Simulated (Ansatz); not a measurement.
# WCF2: the cost of one run

Program: Ansatz 0.2.0. Level of theory: DFT PBE, scalar-relativistic, plane waves, PAW. These are calculated values, not measurements.

1 further run of the same task is left out (set aside as unsound or not needed).

### 1 The structure to begin with

Symmetry: P4/mmm, No. 123, tetragonal system. Conventional cell: a = 4.012 Å, b = 4.012 Å, c = 4.012 Å, α = 90.00°, β = 90.00°, γ = 90.00°. W (site symmetry 4/mmm) is surrounded by 2 C at 2.01 Å and 4 F at 2.01 Å. C (site symmetry 4/mmm) has 2 W at 2.01 Å as nearest neighbours. F (site symmetry mmm) has 2 W at 2.01 Å as nearest neighbours.

Structure file:

```cif
data_structure
_symmetry_space_group_name_H-M 'P 1'
_symmetry_Int_Tables_number 1
_cell_length_a 4.0120
_cell_length_b 4.0120
_cell_length_c 4.0120
_cell_angle_alpha 90.000
_cell_angle_beta 90.000
_cell_angle_gamma 90.000
_cell_volume 64.58
loop_
_atom_site_label
_atom_site_type_symbol
_atom_site_fract_x
_atom_site_fract_y
_atom_site_fract_z
_atom_site_occupancy
W1 W 0.00000 0.00000 0.00000 1
C1 C 0.00000 0.00000 0.50000 1
F1 F 0.50000 0.00000 0.00000 1
F2 F 0.00000 0.50000 0.00000 1
```

Recipe of the guess: ordered mixture on the anion sites of rhenium trioxide (P4/mmm, No. 123). Its size is a rough estimate.

### 2 Probe: one point on a coarse mesh

The input, input.yaml:

```yaml
crystal:
  lattice:
    - [4.012, 0.0, 0.0]
    - [0.0, 4.012, 0.0]
    - [0.0, 0.0, 4.012]
  atoms:
    - { symbol: W, position: [0.0, 0.0, 0.0] }
    - { symbol: C, position: [0.0, 0.0, 0.5] }
    - { symbol: F, position: [0.5, 0.0, 0.0] }
    - { symbol: F, position: [0.0, 0.5, 0.0] }
basis:
  ecutwfc: 420
kpoints:
  mp_grid: { grid: [4, 4, 4] }
hamiltonian:
  xc: pbe
scf:
  occupations: { method: gaussian, width: 0.1 }
  lower_state_search: "off"
output:
  forces: true
  stress: true
  eigenvalues: true
```

Launch:

```console
ansatz run input.yaml --threads 1 --pin off --max-ram 2048MiB --backend cpu --events-out ev --progress --plain --runs-dir out
```

Q: Estimate wall time and peak memory on 1 thread of Arm Neoverse V2, shared host.

About 1.8 s, with a peak of 0.3 GiB.
